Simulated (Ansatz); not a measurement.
**C₄H₆F₄: basis-set convergence**

One table from this session's results is given with a row withheld; the runs are named, their logs left out.

Computed with Ansatz 0.2.0, Gaussian basis. Level: one geometry, several basis sets.

The runs, in order: PBE0-D4/def2-SVP; ωB97M-V/def2-SVP; PBE0-D4/def2-QZVPP; ωB97M-V/def2-QZVPP; the functionals' def2-TZVPP values are taken from earlier runs.

**The geometry**

All runs share one geometry, relaxed beforehand with PBE0-D4 in a triple-zeta def2 set.

SMILES `FCCC(F)(F)CF`, 14 atoms, charge 0, spin multiplicity 1.

Atoms are counted from 1 here; the program's logs count them from 0.

Bond lengths: F1–C2 1.384 Å, C2–C3 1.514 Å, C2–H9 1.092 Å, C2–H10 1.091 Å, C3–C4 1.510 Å, C3–H11 1.093 Å, C3–H12 1.093 Å, C4–F5 1.365 Å, C4–F6 1.361 Å, C4–C7 1.517 Å, C7–F8 1.373 Å, C7–H13 1.093 Å, C7–H14 1.093 Å. Angles: F1–C2–C3 108.0°, F1–C2–H9 108.1°, F1–C2–H10 107.8°, C3–C2–H9 111.2°, C3–C2–H10 112.5°, H9–C2–H10 109.1°, C2–C3–C4 115.2°, C2–C3–H11 110.3°, C2–C3–H12 108.5°, C4–C3–H11 108.5°, C4–C3–H12 106.4°, H11–C3–H12 107.7°, C3–C4–F5 108.5°, C3–C4–F6 109.5°, C3–C4–C7 117.7°, F5–C4–F6 106.7°, F5–C4–C7 105.4°, F6–C4–C7 108.6° and more.

The first run:

Contents of in.yaml:

```yaml
crystal:
  periodic: [false, false, false]
  atoms:
    - {symbol: F, position_ang: [0.270603, 2.627509, -1.168605]}
    - {symbol: C, position_ang: [0.301055, 1.249276, -1.051394]}
    - {symbol: C, position_ang: [0.069804, 0.898443, 0.403169]}
    - {symbol: C, position_ang: [0.287633, -0.553932, 0.755682]}
    - {symbol: F, position_ang: [0.162481, -0.693817, 2.107960]}
    - {symbol: F, position_ang: [1.563256, -0.911410, 0.442275]}
    - {symbol: C, position_ang: [-0.661078, -1.574538, 0.156177]}
    - {symbol: F, position_ang: [-0.587687, -1.553129, -1.214884]}
    - {symbol: H, position_ang: [1.279648, 0.902009, -1.390388]}
    - {symbol: H, position_ang: [-0.469210, 0.841541, -1.707053]}
    - {symbol: H, position_ang: [-0.941605, 1.180447, 0.705146]}
    - {symbol: H, position_ang: [0.770644, 1.472833, 1.014764]}
    - {symbol: H, position_ang: [-0.373389, -2.566293, 0.512927]}
    - {symbol: H, position_ang: [-1.685055, -1.348238, 0.463223]}
basis:
  gaussian: {orbitals: def2-SVP}
hamiltonian: {xc: pbe0, dispersion: d4}
output: {orbitals: {seedname: orbitals}}
```

Run with:

```console
ansatz run in.yaml --threads 2 --pin off --events-out ev --progress --plain --max-ram 32768MiB --backend cpu
```

Steps of the session up to this table: PBE0-D4 in def2-SVP; ωB97M-V in def2-SVP; PBE0-D4 in def2-QZVPP; ωB97M-V in def2-QZVPP.

One of the session's tables, all rows but one given; the rest of the session is left out.

| functional | basis | HOMO (eV) | LUMO (eV) |
| --- | --- | --- | --- |
| PBE0-D4 | def2-SVP | -9.45 | 1.46 |
| PBE0-D4 | def2-TZVPP | -9.61 | 0.91 |
| PBE0-D4 | def2-QZVPP | -9.65 | 0.52 |
| ωB97M-V | def2-SVP | ? | ? |
| ωB97M-V | def2-TZVPP | -12.01 | 2.45 |
| ωB97M-V | def2-QZVPP | -12.06 | 1.72 |

Estimate the missing values for ωB97M-V, def2-SVP.

**Answer.** HOMO (eV): -11.85; LUMO (eV): 3.23. In the column «HOMO (eV)» it lies between ωB97M-V, def2-TZVPP (-12.01) and PBE0-D4, def2-QZVPP (-9.65).
